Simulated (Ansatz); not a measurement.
# CH5BF2OSi: the cost of one run

Program: Ansatz 0.2.0. Level of theory: RKS B3LYP-D4/6-31G*. These are calculated values, not measurements.

## (1) The starting structure

Bond lengths: C1–O2 1.439 Å, O2–B3 1.445 Å, B3–F4 1.423 Å, B3–Si5 1.977 Å, Si5–F6 1.679 Å, C1–H7 1.073 Å, C1–H8 1.088 Å, C1–H9 1.107 Å, Si5–H10 1.487 Å, Si5–H11 1.429 Å. Angles (14 of 16 angles, heavy atoms first): C1–O2–B3 107.0°, O2–B3–F4 124.8°, O2–B3–Si5 119.6°, F4–B3–Si5 115.6°, B3–Si5–F6 109.5°, O2–C1–H7 112.4°, O2–C1–H8 108.3°, O2–C1–H9 103.7°, B3–Si5–H10 108.8°, B3–Si5–H11 109.1°, F6–Si5–H10 107.8°, F6–Si5–H11 110.4°, H7–C1–H8 114.9°, H7–C1–H9 111.3°.

Structure file:

```xyz
11

C    -1.4247   -0.9794   -0.5837
O    -1.1746    0.4376   -0.5913
B    -0.2677    0.7129    0.4995
F    -0.6675    1.0676    1.8179
Si    1.6830    0.6829    0.1789
F     2.4012   -0.4434    1.1967
H    -0.5393   -1.5521   -0.7804
H    -1.9378   -1.2316    0.3417
H    -2.1783   -1.1163   -1.3830
H     2.2430    2.0192    0.5128
H     1.9281    0.3455   -1.1884
```

## (2) Relaxing end A

input.yaml

```yaml
crystal:
  periodic: [false, false, false]
  atoms:
    - { symbol: C, position_ang: [-1.4247, -0.9794, -0.5837] }
    - { symbol: O, position_ang: [-1.1746, 0.4376, -0.5913] }
    - { symbol: B, position_ang: [-0.2677, 0.7129, 0.4995] }
    - { symbol: F, position_ang: [-0.6675, 1.0676, 1.8179] }
    - { symbol: Si, position_ang: [1.683, 0.6829, 0.1789] }
    - { symbol: F, position_ang: [2.4012, -0.4434, 1.1967] }
    - { symbol: H, position_ang: [-0.5393, -1.5521, -0.7804] }
    - { symbol: H, position_ang: [-1.9378, -1.2316, 0.3417] }
    - { symbol: H, position_ang: [-2.1783, -1.1163, -1.383] }
    - { symbol: H, position_ang: [2.243, 2.0192, 0.5128] }
    - { symbol: H, position_ang: [1.9281, 0.3455, -1.1884] }
basis:
  gaussian: { orbitals: "6-31G*" }
hamiltonian:
  xc: b3lyp
  dispersion: d4
relax:
  f_tol: 0.015
  max_steps: 40
```

The run is started by

```bash
$ ansatz run input.yaml --threads 2 --pin off --max-ram 3072MiB --backend cpu --events-out ev --progress --plain --runs-dir out
```

What time and memory should one allow on 2 threads of Intel Xeon Platinum 8488C (Sapphire Rapids), shared host?

About 2.7 min, with a peak of 0.25 GiB.
